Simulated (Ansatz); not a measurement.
# C₂H₆InS radical: shape, modes and thermochemistry

What shape does C₂H₆InS radical take? The plan is to relax it, check the end point by its vibrations and derive ideal-gas thermochemistry, and look at its orbitals and charge.

The runs use Ansatz 0.2.0, Gaussian basis; UKS PBE0-D4/def2-TZVP.

Levels to be run: relaxation at PBE0-D4/def2-TZVP; harmonic vibrations at the same level; a single point in def2-TZVPP for the fields.

### 1 The starting structure

SMILES `[CH2][In]([CH3])[SH]`, 10 atoms, charge 0, spin multiplicity 2.

Atoms are counted from 1 here; the program's logs count them from 0.

Bond lengths: C1–In2 2.180 Å, C1–H5 1.083 Å, C1–H6 1.081 Å, In2–C3 2.233 Å, In2–S4 2.434 Å, C3–H7 1.090 Å, C3–H8 1.089 Å, C3–H9 1.087 Å, S4–H10 1.327 Å. Angles: In2–C1–H5 121.5°, In2–C1–H6 121.7°, H5–C1–H6 114.4°, C1–In2–C3 133.5°, C1–In2–S4 110.7°, C3–In2–S4 115.8°, In2–C3–H7 108.3°, In2–C3–H8 107.7°, In2–C3–H9 111.4°, H7–C3–H8 109.2°, H7–C3–H9 110.0°, H8–C3–H9 110.2°, In2–S4–H10 91.1°.

As a file:

```xyz
10
charge 0, multiplicity 2
C    -1.4618    1.4235    0.7229
In   -0.0112    0.0848   -0.2014
C     1.2950   -1.5449    0.5871
S     0.1788    0.5351   -2.5861
H    -2.1033    2.0610    0.1266
H    -1.7918    1.2866    1.7436
H     2.3336   -1.2402    0.4635
H     1.1095   -2.4365   -0.0107
H     1.0880   -1.7462    1.6353
H    -0.6368    1.5767   -2.4809
```

The start is a GFN2-xTB geometry. In takes the def2 core potential; no spin-orbit term is included.

### 2 Geometry optimisation, PBE0-D4/def2-TZVP

in.yaml

```yaml
crystal:
  periodic: [false, false, false]
  atoms:
    - {symbol: C, position_ang: [-1.461750, 1.423530, 0.722910]}
    - {symbol: In, position_ang: [-0.011240, 0.084830, -0.201410]}
    - {symbol: C, position_ang: [1.294960, -1.544930, 0.587130]}
    - {symbol: S, position_ang: [0.178820, 0.535140, -2.586060]}
    - {symbol: H, position_ang: [-2.103290, 2.060980, 0.126640]}
    - {symbol: H, position_ang: [-1.791770, 1.286640, 1.743580]}
    - {symbol: H, position_ang: [2.333640, -1.240180, 0.463480]}
    - {symbol: H, position_ang: [1.109490, -2.436490, -0.010720]}
    - {symbol: H, position_ang: [1.087960, -1.746240, 1.635300]}
    - {symbol: H, position_ang: [-0.636810, 1.576740, -2.480850]}
basis:
  gaussian: {orbitals: def2-TZVP}
magnetization: {spin_polarized: true, initial_magnetization: 1}
hamiltonian: {xc: pbe0, dispersion: d4}
relax: {f_tol: 0.005, max_steps: 150}
```

The run is started by

```console
$ ansatz run in.yaml --threads 4 --pin off --events-out ev --progress --plain --max-ram 10444MiB
```

Standard output (excerpt; [...] marks lines left out):

```text
Functional definition: PBE0
  name "PBE0"
  cite "Adamo & Barone, J. Chem. Phys. 110, 6158 (1999) doi:10.1063/1.478522"
  cite "Perdew, Burke & Ernzerhof, Phys. Rev. Lett. 77, 3865 (1996) doi:10.1103/PhysRevLett.77.3865"
  parent pbe
[...]
1376 factors; their error is unknown
[...]
mean field -18174.81901032 eV, -667.9122792944 hartree, gradient 6.0e-5 eV, S^2 0.755865; 0 other end points of the search recorded, 0 dependent functions left out
[...]
reference -18174.81904863 eV, -667.9122807022 hartree; 28, 27 occupied and 157, 158 virtual orbitals, 1376 factors
relax step   1: F+E_penalty+E_count = -18174.98354561 eV  Δ(F+E_penalty+E_count) = +0.000e0 eV  max|allowed force component| = 8.203e-1 eV/Å  Δτ_max = 0.0000 Å  (35 SCF iters, accepted)
[...]
relax step   6: F+E_penalty+E_count = -18175.09937744 eV  Δ(F+E_penalty+E_count) = -4.462e-4 eV  max|allowed force component| = 1.561e-2 eV/Å  Δτ_max = 0.0237 Å  (35 SCF iters, accepted)
[...]
relax step   7: F+E_penalty+E_count = -18175.09944826 eV  Δ(F+E_penalty+E_count) = -7.082e-5 eV  max|allowed force component| = 2.726e-3 eV/Å  Δτ_max = 0.0068 Å  (27 SCF iters, accepted)
1376 factors; their error is unknown
mean field -18174.93160439 eV, -667.9164170501 hartree, gradient 2.7e-5 eV, S^2 0.755369; 1 other end points of the search recorded, 0 dependent functions left out
[...]
reference -18174.93164267 eV, -667.9164184572 hartree; 28, 27 occupied and 157, 158 virtual orbitals, 1376 factors
Total energy: -18175.09948655 eV, -667.9225866058 hartree
Atom 0 at    -1.458262     1.292306     0.733578 Å, force     0.000094    -0.000421     0.002726 eV/Å
Atom 1 at    -0.013790     0.084485    -0.221173 Å, force    -0.001810     0.001723    -0.002163 eV/Å
Atom 2 at     1.226527    -1.471330     0.566229 Å, force     0.001196    -0.001103     0.001826 eV/Å
Atom 3 at     0.273135     0.542079    -2.563684 Å, force     0.001277    -0.000637    -0.001814 eV/Å
Atom 4 at    -2.022902     2.055569     0.204652 Å, force    -0.000245     0.000650    -0.001340 eV/Å
Atom 5 at    -1.704668     1.210657     1.789077 Å, force    -0.000211    -0.000575     0.001429 eV/Å
Atom 6 at     2.274784    -1.190606     0.454020 Å, force     0.000793     0.000215     0.001922 eV/Å
Atom 7 at     1.057985    -2.390634     0.003819 Å, force    -0.001380    -0.001094     0.000448 eV/Å
Atom 8 at     1.015332    -1.651263     1.620012 Å, force     0.001352    -0.000367    -0.001287 eV/Å
Atom 9 at    -0.648131     1.518757    -2.586529 Å, force    -0.001066     0.001609    -0.001746 eV/Å
Dipole moment:    -0.136762    -0.008548     0.472198 e Å
```

Wall time 31 s (4 threads of Arm Neoverse V2, shared host); peak memory 0.61 GiB.

The steps of the relaxation:

```csv
step,energy from step 1 (eV),largest force component (eV/Å)
1,0.0000,0.8203
2,-0.0534,1.1020
3,-0.1010,0.4569
4,-0.1136,0.0806
5,-0.1154,0.0445
6,-0.1158,0.0156
7,-0.1159,0.0027
```

Close pairs (by a distance rule), those that changed most:

```csv
bond,before (Å),after (Å),change (Å)
In2–C3,2.233,2.140,-0.093
C1–In2,2.180,2.111,-0.068
In2–S4,2.434,2.404,-0.030
S4–H10,1.327,1.343,+0.016
C1–H6,1.081,1.087,+0.006
C1–H5,1.083,1.087,+0.004
C3–H9,1.087,1.090,+0.002
C3–H7,1.090,1.091,+0.001
```

Mulliken charges of the relaxed molecule (report file):

```csv
atom,value (e)
C1,-0.57
In2,0.78
C3,-0.65
S4,-0.48
H5,0.15
H6,0.15
H7,0.15
H8,0.15
H9,0.15
H10,0.16
```

### 3 Force constants and modes

in.yaml

```yaml
crystal:
  periodic: [false, false, false]
  atoms:
    - {symbol: C, position_ang: [-1.458262, 1.292306, 0.733578]}
    - {symbol: In, position_ang: [-0.013790, 0.084485, -0.221173]}
    - {symbol: C, position_ang: [1.226527, -1.471330, 0.566229]}
    - {symbol: S, position_ang: [0.273135, 0.542079, -2.563684]}
    - {symbol: H, position_ang: [-2.022902, 2.055569, 0.204652]}
    - {symbol: H, position_ang: [-1.704668, 1.210657, 1.789077]}
    - {symbol: H, position_ang: [2.274784, -1.190606, 0.454020]}
    - {symbol: H, position_ang: [1.057985, -2.390634, 0.003819]}
    - {symbol: H, position_ang: [1.015332, -1.651263, 1.620012]}
    - {symbol: H, position_ang: [-0.648131, 1.518757, -2.586529]}
basis:
  gaussian: {orbitals: def2-TZVP}
magnetization: {spin_polarized: true, initial_magnetization: 1}
hamiltonian: {xc: pbe0, dispersion: d4}
phonons: {temperatures: {t_min: 298.15, t_max: 900, t_step: 200}}
```

Launched as before.

Standard output (excerpt; [...] marks lines left out):

```text
Functional definition: PBE0
  name "PBE0"
  cite "Adamo & Barone, J. Chem. Phys. 110, 6158 (1999) doi:10.1063/1.478522"
  cite "Perdew, Burke & Ernzerhof, Phys. Rev. Lett. 77, 3865 (1996) doi:10.1103/PhysRevLett.77.3865"
  parent pbe
[...]
1376 factors; their error is unknown
[...]
mean field -18174.93160136 eV, -667.9164169390 hartree, gradient 1.3e-5 eV, S^2 0.755369; 0 other end points of the search recorded, 0 dependent functions left out
[...]
reference -18174.93163969 eV, -667.9164183474 hartree; 28, 27 occupied and 157, 158 virtual orbitals, 1376 factors
[...]
1376 factors; their error is unknown
mean field -18174.93150440 eV, -667.9164133755 hartree, gradient 1.7e-6 eV, S^2 0.755366; 0 other end points of the search recorded, 0 dependent functions left out
[...]
reference -18174.93154272 eV, -667.9164147840 hartree; 28, 27 occupied and 157, 158 virtual orbitals, 1376 factors
[...]
Atom 2 at     1.226527    -1.471330     0.566229 Å, force     0.001278    -0.001151     0.001780 eV/Å
Atom 3 at     0.273135     0.542079    -2.563684 Å, force     0.001322    -0.000680    -0.001824 eV/Å
Atom 4 at    -2.022902     2.055569     0.204652 Å, force    -0.000230     0.000640    -0.001362 eV/Å
Atom 5 at    -1.704668     1.210657     1.789077 Å, force    -0.000217    -0.000566     0.001417 eV/Å
Atom 6 at     2.274784    -1.190606     0.454020 Å, force     0.000726     0.000252     0.001896 eV/Å
Atom 7 at     1.057985    -2.390634     0.003819 Å, force    -0.001411    -0.001032     0.000436 eV/Å
Atom 8 at     1.015332    -1.651263     1.620012 Å, force     0.001350    -0.000365    -0.001313 eV/Å
Atom 9 at    -0.648131     1.518757    -2.586529 Å, force    -0.001093     0.001636    -0.001744 eV/Å
Dipole moment:    -0.136762    -0.008548     0.472199 e Å
Vibrations: 18.04 98.73 112.84 122.91 150.10 261.30 338.03 510.47 549.99 562.63 610.56 665.38 696.62 738.23 1198.28 1363.55 1450.34 1450.62 2715.98 3064.81 3124.23 3154.77 3165.89 3229.62 cm⁻¹, zero-point energy 1.819711 eV
```

It took 2.4 min on 4 threads of Arm Neoverse V2, shared host; peak memory 0.63 GiB.

Motions are named by where the mode's potential energy lies. Wavenumbers, unscaled:

```
mode  cm⁻¹                          motion
   1    18                         torsion
   2    99                            bend
   3   113                            bend
   4   123                         torsion
   5   150                         torsion
   6   261                         torsion
   7   338                    In–S stretch
   8   510                    In–C stretch
   9   550  torsion with out-of-plane bend
  10   563                    In–C stretch
  11   611                            bend
  12   665                            bend
  13   697                            bend
  14   738                            bend
  15  1198                            bend
  16  1364                            bend
  17  1450                            bend
  18  1451                            bend
  19  2716                     S–H stretch
  20  3065                     C–H stretch
  21  3124                     C–H stretch
  22  3155                     C–H stretch
  23  3166                     C–H stretch
  24  3230                     C–H stretch
```

Ideal gas, rigid rotor and harmonic oscillator at 298.15 K and 1 bar, with symmetry number 1:

```
                          term            value
             zero-point energy    42.0 kcal/mol
                    H(298) − E    47.9 kcal/mol
entropy, electronic degeneracy    5.8 J/(mol K)
          entropy, translation  173.4 J/(mol K)
             entropy, rotation  114.6 J/(mol K)
            entropy, vibration  105.8 J/(mol K)
                entropy, total  399.6 J/(mol K)
```

### 4 Orbitals, density and potential

Edit in.yaml of step 3 so:

```diff
@@ -14,5 +14,5 @@
 basis:
-  gaussian: {orbitals: def2-TZVP}
+  gaussian: {orbitals: def2-TZVPP}
 magnetization: {spin_polarized: true, initial_magnetization: 1}
 hamiltonian: {xc: pbe0, dispersion: d4}
-phonons: {temperatures: {t_min: 298.15, t_max: 900, t_step: 200}}
+output: {orbitals: {seedname: orbitals}}
```

The command is unchanged.

Standard output:

```text
Functional definition: PBE0
  name "PBE0"
  cite "Adamo & Barone, J. Chem. Phys. 110, 6158 (1999) doi:10.1063/1.478522"
  cite "Perdew, Burke & Ernzerhof, Phys. Rev. Lett. 77, 3865 (1996) doi:10.1103/PhysRevLett.77.3865"
  parent pbe
  parameter a = 0.25
  parameter kappa = 0.804
  parameter beta = 0.06672455060314922
  exchange = (1 - a)*pbe_x(kappa = kappa, mu = beta*pi^2/3) + a*exact_x
  correlation = pbe_c(beta = beta)
1510 factors; their error is unknown
mean field evaluation 1: about -18156.6008 eV, gradient 5.8e1 eV
mean field evaluation 2: about -18108.7584 eV, gradient 9.5e1 eV
mean field evaluation 4: about -18172.5863 eV, gradient 1.9e1 eV
mean field evaluation 8: about -18174.9480 eV, gradient 4.7e-1 eV
mean field evaluation 16: about -18174.9971 eV, gradient 4.5e-3 eV
mean field -18174.99712013 eV, -667.9188247093 hartree, gradient 6.4e-5 eV, S^2 0.755386; 0 other end points of the search recorded, 0 dependent functions left out
reference -18174.99715900 eV, -667.9188261378 hartree; 28, 27 occupied and 210, 211 virtual orbitals, 1510 factors
Total energy: -18175.16500286 eV, -667.9249942859 hartree
```

It took 4.9 s on 4 threads of Arm Neoverse V2, shared host; peak memory 0.85 GiB.

Orbitals, density, ELF and potential are computed afterwards from the orbital file.

Frontier orbitals at PBE0-D4/def2-TZVPP (alpha spin), with the share of their density that lies nearest to each atom:

```
orbital  energy (eV)                   lies on
   HOMO        -6.88          S4 46 %; C1 36 %
   LUMO        -0.63  In2 57 %; C1 9 %; S4 9 %
```

ELF in a plane through or near 8 of the atoms.

Values, 10 rows by 14 columns:
```
0.00 0.00 0.00 0.00 0.00 0.00 0.00 0.00 0.00 0.00 0.00 0.00 0.00 0.00
0.00 0.00 0.00 0.00 0.00 0.01 0.00 0.00 0.00 0.00 0.00 0.00 0.00 0.00
0.00 0.00 0.00 0.05 0.88 0.98 0.46 0.00 0.00 0.02 0.02 0.00 0.00 0.00
0.00 0.00 0.19 0.38 0.77 0.96 0.37 0.03 0.06 0.87 0.97 0.53 0.00 0.00
0.00 0.01 0.88 1.00 0.80 0.51 0.36 0.22 0.52 0.88 0.94 0.36 0.01 0.00
0.00 0.00 0.07 0.21 0.12 0.25 0.71 0.51 0.45 0.49 0.68 0.29 0.02 0.00
0.00 0.00 0.00 0.14 0.43 0.41 0.47 0.22 0.17 0.13 0.17 0.06 0.00 0.00
0.00 0.00 0.05 0.85 0.99 0.47 0.68 0.70 0.07 0.00 0.00 0.00 0.00 0.00
0.00 0.00 0.00 0.06 0.27 0.69 0.92 0.76 0.09 0.00 0.00 0.00 0.00 0.00
0.00 0.00 0.00 0.00 0.02 0.19 0.36 0.16 0.00 0.00 0.00 0.00 0.00 0.00
```
The map spans 10.7 Å across and 10.2 Å up, centred on the molecule. Atoms in the plane (x, y in Å): C1 (-1.7, 1.2), In2 (-0.1, -0.2), C3 (2.0, 0.1), S4 (-0.8, -2.5), H5 (-2.8, 0.9), H6 (-1.6, 2.3), H9 (2.2, 1.2), H10 (-2.1, -2.2).

log10 of the density (e/Å³) in the same plane.

Ten even steps from ' ' (-4.0) to '@' (1.6):
```
                                                        
                                                        
              ..........                                
          ....::--------::..                            
        ..::--====++++==--::::........::......          
      ..::----==**##**++==--::::::::------::::..        
    ..::--==++++**####**++==------==++++++==--::..      
    ..::==++**####@@%%****++++==++++**##**++==--::      
    ..--==++**####%%####******++++**####**++==--::..    
    ..::--++++**********%%%%%%##**##%%%%##++++--::..    
      ..::--======++++##@@%%@@%%**######**++++--::..    
        ..::::--==++++**##%%##**++++****++++==--::..    
        ..::--==++++++********++++==========--::..      
        ::--==++******####****++==------::::::..        
        ::--==**######@@@@##**++==::::....              
        ..--==++****####%%****++--::..                  
        ..::::--==++********++==--::..                  
          ....::--============--::..                    
              ..::------------::..                      
                ......::::......                        
```
The map spans 10.7 Å across and 10.2 Å up, centred on the molecule. Atoms in the plane (x, y in Å): C1 (-1.7, 1.2), In2 (-0.1, -0.2), C3 (2.0, 0.1), S4 (-0.8, -2.5), H5 (-2.8, 0.9), H6 (-1.6, 2.3), H9 (2.2, 1.2), H10 (-2.1, -2.2).

On the surface of density 0.002 e/bohr³ the electrostatic potential runs, from the 1st to the 99th percentile, from -1.02 V near S4 to 2.19 V near In2.

The spin density lies nearest to C1 71 %; H5, H6 about 10 % each.

### 5 Results

| quantity | value |
| --- | --- |
| point group | Cs |
| steps | 7 |
| shift from the start (rms) | 0.103 Å |
| total energy | -18175.0995 eV |
| dispersion term | -168 meV |
| dipole moment | 2.36 D |
| lowest, highest wavenumber | 18, 3230 cm⁻¹ |
| zero-point energy | 42.0 kcal/mol |
| entropy at 298.15 K | 399.6 J/(mol K) |
| HOMO, LUMO (alpha spin) | -6.88, -0.63 eV |

The relaxed geometry lies 0.10 Å (rms) from the start; the bond that changed most is In2–C3, from 2.233 to 2.140 Å. All wavenumbers are real, so the end point is a minimum. The stiffest mode, 3230 cm⁻¹, is a C–H stretch, and 5 modes under 200 cm⁻¹ make the vibrational entropy uncertain. Harmonic hybrid wavenumbers usually lie a few per cent above measured fundamentals. The largest Mulliken charge, +0.78 e, sits on In2. The alpha HOMO lies mostly on S4 46 %; C1 36 % and the LUMO on In2 57 %; C1 9 %. The unpaired spin sits mainly on C1 71 %; H5, H6 about 10 % each.
